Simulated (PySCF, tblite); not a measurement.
# C₄H₇F₃O: deprotonation, part 2 of 2

tblite 0.8.0 and PySCF 2.14.0. Atoms count from 0. Earlier steps stand in the parts before.

## 11. Single point (C₄H₆F₃O−): wB97X-D3(BJ)/ma-def2-TZVP in benzonitrile

Geometry: PBE0-D3(BJ)/ma-def2-SVP.

What the job is given:

```
{"job": {"kind": "sp", "xc": "wB97X", "basis": "ma-def2-TZVP", "d3": "d3bj", "grid": 2, "solvent": "benzonitrile"}, "charge": -1, "multiplicity": 1}
C     -0.328740    -1.298933    -0.555113
C      0.107259    -0.099234     0.339569
C     -1.166591     0.730583     0.682083
O      0.787492    -0.469935     1.409430
C      0.980845     0.816080    -0.573248
F      0.347884     1.249169    -1.710896
F      1.384618     1.939128     0.049293
F      2.097936     0.203976    -1.008669
H     -0.970105    -1.942585     0.066812
H     -0.879073    -1.016135    -1.471123
H      0.563496    -1.881026    -0.832368
H     -1.815822     0.080326     1.288872
H     -0.875237     1.589981     1.305221
H     -1.734228     1.090489    -0.195415
```

What it wrote:

```text
final grid: 123088 points
cycle   1  E = -531.2601453987  dE = -4.087e-03  |g| = 4.875e-02  |ddm| = 9.132e-01
cycle   2  E = -531.2604261800  dE = -2.808e-04  |g| = 5.396e-02  |ddm| = 2.490e-01
cycle   3  E = -531.2609151226  dE = -4.889e-04  |g| = 6.584e-03  |ddm| = 5.493e-02
cycle   4  E = -531.2609481459  dE = -3.302e-05  |g| = 3.430e-03  |ddm| = 6.210e-02
cycle   5  E = -531.2609528276  dE = -4.682e-06  |g| = 9.987e-04  |ddm| = 1.772e-02
cycle   6  E = -531.2609531703  dE = -3.428e-07  |g| = 3.463e-04  |ddm| = 3.587e-03
cycle   7  E = -531.2609532045  dE = -3.415e-08  |g| = 1.108e-04  |ddm| = 1.725e-03
cycle   8  E = -531.2609532098  dE = -5.331e-09  |g| = 2.515e-05  |ddm| = 1.070e-03
converged SCF energy = -531.2609532098
```

It took 26 s on 1 thread of Arm Neoverse V1, shared host; peak memory 1.6 GiB.

## 12. Single point (C₄H₇F₃O): wB97X-D3(BJ)/ma-def2-TZVP in methanol

Geometry: PBE0-D3(BJ)/ma-def2-SVP.

What the job is given:

```
{"job": {"kind": "sp", "xc": "wB97X", "basis": "ma-def2-TZVP", "d3": "d3bj", "grid": 2, "solvent": "methanol"}, "charge": 0, "multiplicity": 1}
C     -0.326217    -1.292814    -0.576116
C      0.057599    -0.069655     0.250330
C     -1.162924     0.714281     0.701860
O      0.761913    -0.437419     1.411541
C      0.978599     0.841551    -0.582596
F      0.415037     1.197195    -1.743993
F      1.304970     1.958830     0.064250
F      2.126502     0.204025    -0.876296
H     -0.957807    -1.947547     0.040429
H     -0.884802    -1.012158    -1.479765
H      0.564671    -1.859787    -0.886903
H     -1.832385     0.043506     1.257611
H     -0.862805     1.535270     1.366572
H     -1.708402     1.127600    -0.157606
H      1.515349    -0.986435     1.165325
```

What it wrote:

```text
final grid: 128456 points
cycle   1  E = -531.7652608448  dE = -7.518e-04  |g| = 1.759e-02  |ddm| = 2.870e-01
cycle   2  E = -531.7653193729  dE = -5.853e-05  |g| = 1.528e-02  |ddm| = 6.370e-02
cycle   3  E = -531.7653568666  dE = -3.749e-05  |g| = 2.858e-03  |ddm| = 1.556e-02
cycle   4  E = -531.7653604510  dE = -3.584e-06  |g| = 8.919e-04  |ddm| = 1.352e-02
cycle   5  E = -531.7653608042  dE = -3.532e-07  |g| = 2.639e-04  |ddm| = 4.259e-03
cycle   6  E = -531.7653608243  dE = -2.012e-08  |g| = 5.916e-05  |ddm| = 4.657e-04
cycle   7  E = -531.7653608259  dE = -1.627e-09  |g| = 2.988e-05  |ddm| = 2.559e-04
converged SCF energy = -531.7653608259
```

It took 26 s on 1 thread of Arm Neoverse V1, shared host; peak memory 1.6 GiB.

## 13. Single point (C₄H₆F₃O−): wB97X-D3(BJ)/ma-def2-TZVP in methanol

Geometry: PBE0-D3(BJ)/ma-def2-SVP.

What the job is given:

```
{"job": {"kind": "sp", "xc": "wB97X", "basis": "ma-def2-TZVP", "d3": "d3bj", "grid": 2, "solvent": "methanol"}, "charge": -1, "multiplicity": 1}
C     -0.328740    -1.298933    -0.555113
C      0.107259    -0.099234     0.339569
C     -1.166591     0.730583     0.682083
O      0.787492    -0.469935     1.409430
C      0.980845     0.816080    -0.573248
F      0.347884     1.249169    -1.710896
F      1.384618     1.939128     0.049293
F      2.097936     0.203976    -1.008669
H     -0.970105    -1.942585     0.066812
H     -0.879073    -1.016135    -1.471123
H      0.563496    -1.881026    -0.832368
H     -1.815822     0.080326     1.288872
H     -0.875237     1.589981     1.305221
H     -1.734228     1.090489    -0.195415
```

What it wrote:

```text
final grid: 123088 points
cycle   1  E = -531.2611138014  dE = -4.199e-03  |g| = 4.930e-02  |ddm| = 9.207e-01
cycle   2  E = -531.2614080997  dE = -2.943e-04  |g| = 5.447e-02  |ddm| = 2.526e-01
cycle   3  E = -531.2619067640  dE = -4.987e-04  |g| = 6.720e-03  |ddm| = 5.535e-02
cycle   4  E = -531.2619414198  dE = -3.466e-05  |g| = 3.485e-03  |ddm| = 6.343e-02
cycle   5  E = -531.2619462530  dE = -4.833e-06  |g| = 1.013e-03  |ddm| = 1.790e-02
cycle   6  E = -531.2619466055  dE = -3.524e-07  |g| = 3.519e-04  |ddm| = 3.629e-03
cycle   7  E = -531.2619466408  dE = -3.528e-08  |g| = 1.126e-04  |ddm| = 1.760e-03
cycle   8  E = -531.2619466463  dE = -5.499e-09  |g| = 2.551e-05  |ddm| = 1.086e-03
converged SCF energy = -531.2619466463
```

Run time: 26 s. Hardware: 1 thread of Arm Neoverse V1, shared host; peak memory 1.6 GiB.

## 14. Deprotonation: wB97X-D3(BJ)/ma-def2-TZVP

This step combines the energies above: geometries from PBE0-D3(BJ)/ma-def2-SVP, zero-point and thermal terms from GFN2-xTB.

What the job is given:

```
{"job": {"kind": "ac", "geom": {"xc": "PBE0", "basis": "ma-def2-SVP", "d3": "d3bj", "grid": 1}, "level": {"xc": "wB97X", "basis": "ma-def2-TZVP", "d3": "d3bj", "solvents": ["benzonitrile", "methanol"]}}, "charge": 0, "multiplicity": 1}
C     -0.326217    -1.292814    -0.576116
C      0.057599    -0.069655     0.250330
C     -1.162924     0.714281     0.701860
O      0.761913    -0.437419     1.411541
C      0.978599     0.841551    -0.582596
F      0.415037     1.197195    -1.743993
F      1.304970     1.958830     0.064250
F      2.126502     0.204025    -0.876296
H     -0.957807    -1.947547     0.040429
H     -0.884802    -1.012158    -1.479765
H      0.564671    -1.859787    -0.886903
H     -1.832385     0.043506     1.257611
H     -0.862805     1.535270     1.366572
H     -1.708402     1.127600    -0.157606
H      1.515349    -0.986435     1.165325
```

Output (the driver's rows laid out field by field):

```text
deprotonation site by site, wB97X-D3(BJ)/ma-def2-TZVP // PBE0-D3(BJ)/ma-def2-SVP

row 1
  formula                 C4H6F3O
  charge                  -1
  multiplicity            1
  smiles                  CC(C)([O-])C(F)(F)F
  kept                    yes
  pieces                  1
  point_group             Cs
  atom                    3
  element                 O
  electronic              1554.09
  enthalpy                1523.66
  free_energy             1491.72
  solution                benzonitrile 1261.63, methanol 1259.34
  share_gas               1.0
  share_solution          benzonitrile 1.0, methanol 1.0
```

It took 5.5 min on 1 thread of Arm Neoverse V1, shared host; peak memory 1.6 GiB.

Energy needed to remove a proton (kJ/mol, gas phase, 298 K for the thermal columns):

| site | product | electronic | enthalpy | free energy |
| --- | --- | --- | --- | --- |
| O3 | CC(C)([O-])C(F)(F)F | 1554.1 | 1523.7 | 1491.7 |

Free energies in a continuum (kJ/mol, same sign; the bare proton is left unsolvated, so these are no solution acidities or basicities): benzonitrile: O3 1261.6; methanol: O3 1259.3.

## 15. Results

This closing draws on all 2 parts.

```
                                           quantity                  value
          strongest single infrared mode (GFN2-xTB)  1063 cm⁻¹, 272 km/mol
                       zero-point energy (GFN2-xTB)          68.4 kcal/mol
                                        point group                     C1
               rotational constants (main isotopes)   2.61, 1.83, 1.80 GHz
ΔH of deprotonation, O3 (wB97X-D3(BJ)/ma-def2-TZVP)          1523.7 kJ/mol
```

What this shows: All 39 modes are real, so the xTB geometry is a minimum. The strongest single mode, at 1063 cm⁻¹, moves mainly C4. GFN2-xTB is a fitted tight-binding method: band positions and strengths are rough. Its intensities can rank the bands wrongly. The optimisation took 6 steps and gained 0.027 eV; among the close pairs (by a distance rule), C2–H11 changed most, from 1.086 to 1.099 Å (PBE0/ma-def2-SVP). No frequency check was run at this level, so the end point may be a saddle. The ΔH of deprotonation at O3 is 1523.7 kJ/mol at wB97X-D3(BJ)/ma-def2-TZVP; zero-point and thermal terms move it by -30.4 kJ/mol from the electronic value.
